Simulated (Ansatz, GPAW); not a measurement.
GaCuSe2: GLLB-SC, run from Python

These are simulated results from GPAW 26.7.0, not measurements. The cell began as a measured structure and was relaxed with r2SCAN in plane waves (Ansatz 0.2.0). All runs are without spin polarisation.

It is tetragonal, I-42d (No. 122); a = 5.608 Å, c = 11.099 Å in the conventional setting, 21.82 Å³ an atom. Ga has 4 Se at 2.43 Å; Cu has 4 Se at 2.41 Å; Se has 2 Cu at 2.41 Å and 2 Ga at 2.43 Å.

GLLB-SC is a model potential. Its fundamental gap is the Kohn-Sham gap plus a derivative discontinuity, which the script evaluates at the band edges among the listed k points. Its total energy isn't variational and serves nothing here.

run.py reads:

```python
import json
from ase import Atoms
from gpaw import GPAW, PW, FermiDirac

atoms = Atoms(['Ga', 'Ga', 'Cu', 'Cu', 'Se', 'Se', 'Se', 'Se'],
              cell=[[-2.80412968, 2.80412968, 5.54927924], [2.80412968, -2.80412968, 5.54927924], [2.80412968, 2.80412968, -5.54927924]],
              scaled_positions=[[0.5, 0.5, 0.0], [0.25, 0.75, 0.5], [0.0, 0.0, 0.0], [0.75, 0.25, 0.5], [0.375, 0.371358055, 0.496358055], [0.628641945, 0.125, 1.003641945], [0.875, 0.878641945, 0.503641945], [0.121358055, 0.625, -0.003641945]],
              pbc=True)
calc = GPAW(mode=PW(400), xc='GLLBSC', kpts={'size': (4, 4, 4), 'gamma': True},
            occupations=FermiDirac(0.02), maxiter=100, legacy_gpaw=True, txt='gpaw.txt')
atoms.calc = calc
res = {'energy': atoms.get_potential_energy(force_consistent=True)}
res['electrons'] = calc.get_number_of_electrons()
res['k'] = calc.get_ibz_k_points().tolist()
res['levels'] = [calc.get_eigenvalues(kpt=i).tolist() for i in range(len(res['k']))]
points = [[0.0, 0.0, 0.0], [0.0, 0.0, 0.5], [0.25, 0.25, 0.25], [0.0, 0.5, 0.0], [0.5, 0.5, -0.5], [0.313836, 0.686164, -0.313836], [-0.313836, 0.313836, 0.313836], [-0.127671, 0.127671, 0.5], [0.5, 0.5, -0.127671]]
bands = calc.fixed_density(kpts=points, symmetry='off', nbands=round(res['electrons']) // 2 + 6, convergence={'bands': -2}, txt='bands.txt')
res['points'] = [bands.get_eigenvalues(kpt=i).tolist() for i in range(len(points))]
homo, lumo = bands.get_homo_lumo()
potential = calc.hamiltonian.xc.response.calculate_discontinuity_potential(homo, lumo)
res['discontinuity'] = bands.hamiltonian.xc.response.calculate_discontinuity(potential)
json.dump(res, open('results.json', 'w'))
print('free energy (eV):', round(res['energy'], 5))
```

Command: `python run.py`. It took 77 s on 1 thread of Arm Neoverse V1, with other jobs on the host, peak memory 0.31 GiB.

The log gpaw.txt, trimmed of paths, versions and times, then the last line on the terminal. An iter line gives the energy in eV and the logarithms of the changes of orbitals (plane waves alone) and density (c: converged):

```
___ ___ ___ _ _ _
 |   |   |_  | | | |

 | | | | | . | | | |

 |__ |  _|___|_____|  26.7.0
 |___|_|

Input parameters:
  kpts: {gamma: True,
         size: (4, 4, 4)}
  maxiter: 100
  mode: {ecut: 400.0,
         name: pw}
  occupations: {fixmagmom: False,
                name: fermi-dirac,
                width: 0.02}
  xc: GLLBSC

System changes: positions, numbers, cell, pbc, initial_charges, initial_magmoms

Initialize ...

species:
  Ga:
    name:    Gallium
    Z:       31.0
    valence: 3
    core:    28
    charge:  0.0  # [|e|]
    compensation charges:
      type: gauss
      rc: 0.37  # [Å]
      lmax: 2
    cutoffs:
      filter: 2.06  # [Å]
      core: 4.02  # [Å]
    projectors
    | kind |    occ | energy [eV] | rcut [Å] |

    |------|--------|-------------|----------|

    |   4s |  2.000 |      -9.380 |    1.164 |

    |   4p |  1.000 |      -3.146 |    1.164 |

    |    s |        |      17.831 |    1.164 |

    |    p |        |      24.065 |    1.164 |

    |    d |        |       0.000 |    1.164 |

    Using partial waves for Ga as LCAO basis

  Cu:
    name:    Copper
    Z:       29.0
    valence: 11
    core:    18
    charge:  0.0  # [|e|]
    compensation charges:
      type: gauss
      rc: 0.33  # [Å]
      lmax: 2
    cutoffs:
      filter: 2.06  # [Å]
      core: 2.38  # [Å]
    projectors
    | kind |    occ | energy [eV] | rcut [Å] |

    |------|--------|-------------|----------|

    |   4s |  1.000 |      -7.104 |    1.164 |

    |   4p |  0.000 |      -2.358 |    1.164 |

    |   3d | 10.000 |      -8.481 |    1.058 |

    |    s |        |      20.107 |    1.164 |

    |    p |        |      24.854 |    1.164 |

    |    d |        |      18.730 |    1.058 |

    Using partial waves for Cu as LCAO basis

  Se:
    name:    Selenium
    Z:       34.0
    valence: 6
    core:    28
    charge:  0.0  # [|e|]
    compensation charges:
      type: gauss
      rc: 0.27  # [Å]
      lmax: 2
    cutoffs:
      filter: 1.77  # [Å]
      core: 2.61  # [Å]
    projectors
    | kind |    occ | energy [eV] | rcut [Å] |

    |------|--------|-------------|----------|

    |   4s |  2.000 |     -19.929 |    0.847 |

    |   4p |  4.000 |      -9.440 |    1.005 |

    |    s |        |       7.282 |    0.847 |

    |    p |        |      17.771 |    1.005 |

    |    d |        |       0.000 |    0.847 |

    Using partial waves for Se as LCAO basis

Reference energy: -459886.123547  # eV

Spin-paired calculation

Convergence criteria:
 Maximum [total energy] change in last 3 cyles: 0.0005 eV / valence electron
 Maximum integral of absolute [dens]ity change: 0.0001 electrons / valence electron
 Maximum integral of absolute [eigenst]ate change: 4e-08 eV^2 / valence electron
 Maximum number of scf [iter]ations: 100
 (Square brackets indicate name in SCF output, whereas a 'c' in
 the SCF output indicates the quantity has converged.)

Symmetries present (total): 4

  ( 1  0  0)  ( 0  1  0)  ( 0  0  1)  (-1 -1 -1)
  ( 0  1  0)  ( 1  0  0)  (-1 -1 -1)  ( 0  0  1)
  ( 0  0  1)  (-1 -1 -1)  ( 0  1  0)  ( 1  0  0)

64 k-points: 4 x 4 x 4 Monkhorst-Pack grid + [1/8,1/8,1/8]
14 k-points in the irreducible part of the Brillouin zone
       k-points in crystal coordinates                weights
   0:     0.00000000    0.00000000    0.00000000          1/64
   1:     0.25000000   -0.25000000    0.00000000          4/64
   2:     0.25000000   -0.25000000    0.25000000          4/64
   3:     0.25000000    0.00000000    0.00000000          8/64
   4:     0.25000000    0.25000000   -0.25000000          2/64
   5:     0.25000000    0.25000000    0.25000000          2/64
   6:     0.50000000    0.00000000    0.25000000          8/64
   7:     0.50000000    0.00000000    0.50000000          4/64
   8:     0.50000000    0.25000000    0.00000000          8/64
   9:     0.50000000    0.25000000    0.25000000          8/64
          ...
  13:     0.50000000    0.50000000    0.50000000          1/64

Wave functions: Plane wave expansion
  Cutoff energy: 400.000 eV
  Number of coefficients (min, max): 3139, 3191
  Pulay-stress correction: 0.000000 eV/Ang^3 (de/decut=0.000000)
  Using FFTW library
  ScaLapack parameters: grid=1x1, blocksize=None
  Wavefunction extrapolation:
    Improved wavefunction reuse through dual PAW basis

Occupation numbers: Fermi-Dirac:
  width: 0.0200  # eV

Eigensolver
   Davidson(niter=2)

Densities:
  Coarse grid: 32*32*32 grid
  Fine grid: 64*64*64 grid
  Total Charge: 0.000000

Density mixing:
  Method: separate
  Backend: msr1
  Linear mixing parameter: 0.05
  old densities: 10
  Width of damping distribution: 1.1
  Damping of long wavelength oscillations: 20

Hamiltonian:
  XC and Coulomb potentials evaluated on a 64*64*64 grid
  Using the GLLBSC Exchange-Correlation functional
  External potential:
    NoExternalPotential

XC parameters: GLLBSC functional being used consists of
  -----------------------------------------------------------------------
  | Weight | Module     | Description                                   |

  -----------------------------------------------------------------------
  |  1.000 | SCREENING  | GGA_X_PBE_SOL with 2 nearest neighbor stencil |

  |  1.000 | RESPONSE   | eps=0.0500 eV                                 |

  |  1.000 | XC         | GGA_C_PBE_SOL with 2 nearest neighbor stencil |

  -----------------------------------------------------------------------

Memory estimate:
  Process memory now: 122.51 MiB
  Calculator: 58.97 MiB
    Density: 16.57 MiB
      Arrays: 6.50 MiB
      Localized functions: 5.07 MiB
      Mixer: 5.00 MiB
    Hamiltonian: 4.39 MiB
      Arrays: 4.25 MiB
      XC: 0.00 MiB
      Poisson: 0.00 MiB
      vbar: 0.14 MiB
    Wavefunctions: 38.01 MiB
      Arrays psit_nG: 24.54 MiB
      Eigensolver: 2.20 MiB
      Projections: 0.88 MiB
      Projectors: 8.47 MiB
      PW-descriptor: 1.93 MiB

Total number of cores used: 1

Number of atoms: 8
Number of atomic orbitals: 42
Number of bands in calculation: 36
Number of valence electrons: 52
Bands to converge: occupied

... initialized

Initializing position-dependent things.

Density initialized from atomic densities
Creating initial wave functions:
  36 bands from LCAO basis set
Positions:
   0 Ga     0.000000    0.000000    5.549279    ( 0.0000,  0.0000,  0.0000)
   1 Ga     2.804130    0.000000    2.774640    ( 0.0000,  0.0000,  0.0000)
   2 Cu     0.000000    0.000000    0.000000    ( 0.0000,  0.0000,  0.0000)
   3 Cu    -0.000000    2.804130    2.774640    ( 0.0000,  0.0000,  0.0000)
   4 Se     1.381640    1.402065    1.387320    ( 0.0000,  0.0000,  0.0000)
   5 Se     1.402065    4.226619   -1.387320    ( 0.0000,  0.0000,  0.0000)
   6 Se     1.422490    1.402065    6.936599    ( 0.0000,  0.0000,  0.0000)
   7 Se     1.402065   -1.422490    4.161959    ( 0.0000,  0.0000,  0.0000)

Unit cell:
           periodic     x           y           z      points  spacing
  1. axis:    yes   -2.804130    2.804130    5.549279    32     0.1564
  2. axis:    yes    2.804130   -2.804130    5.549279    32     0.1564
  3. axis:    yes    2.804130    2.804130   -5.549279    32     0.1239

  Lengths:   6.820615   6.820615   6.820615
  Angles:  131.448868 131.448868  71.100885

Effective grid spacing dv^(1/3) = 0.1746

iter:   1   -34.269376
iter:   2   -33.558321   -0.82  -1.08
iter:   3   -32.546642   -1.34  -1.11
iter:   4   -32.161091   -1.46  -1.36
iter:   5   -32.230420   -2.64  -1.53
iter:   6   -32.443361   -2.47  -1.58
iter:   7   -32.585563   -3.56  -1.77
iter:   8   -32.624236   -3.68  -2.02
iter:   9   -32.742576   -3.59  -2.13
iter:  10   -32.809196   -3.95  -2.57
iter:  11   -32.819734   -4.79  -2.97
iter:  12   -32.823305c  -5.87  -3.28
iter:  13   -32.824470c  -6.39  -3.72
iter:  14   -32.824503c  -7.64c -4.35c

Converged after 14 iterations.

Energy contributions relative to reference atoms: (reference = -459886.123547)

Kinetic:       +152.442066
Potential:     -143.510158
External:        +0.000000
XC:             -43.335628
Entropy (-ST):   -0.000000
Local:           +1.579216
SIC:             +0.000000
--------------------------
Free energy:    -32.824503
Extrapolated:   -32.824503

GLLBSC response reference energy: 3.91380 eV (from HOMO)

Showing only first 2 kpts
 Kpt  Band  Eigenvalues  Occupancy
  0    24      3.83380    2.00000
  0    25      3.91374    2.00000
  0    26      4.66167    0.00000
  0    27      6.41225    0.00000

  1    24      3.20678    2.00000
  1    25      3.66831    2.00000
  1    26      6.06739    0.00000
  1    27      6.61413    0.00000

Fermi level: 4.29190

Gap: 0.748 eV
Transition (v -> c):
  (s=0, k=0, n=25, [0.00, 0.00, 0.00]) -> (s=0, k=0, n=26, [0.00, 0.00, 0.00])
No difference between direct/indirect transitions

free energy (eV): -32.8245
```

The gap in the log is over the mesh alone; results.json adds the listed points. GLLB-SC gives a gap of 1.04 eV (0.748 eV Kohn-Sham over the listed points plus 0.291 eV discontinuity). On the same cell, plane-wave PBE (Ansatz, 6×6×6 k points and the special points) gives a gap of 0.18 eV and r2SCAN a gap of 0.56 eV; on shared hosts these took about 52 and 120 core-seconds on the 8-atom cell, against 77 for the script. Semilocal gaps usually lie below measured ones.

The runs are scalar-relativistic, without spin-orbit coupling.
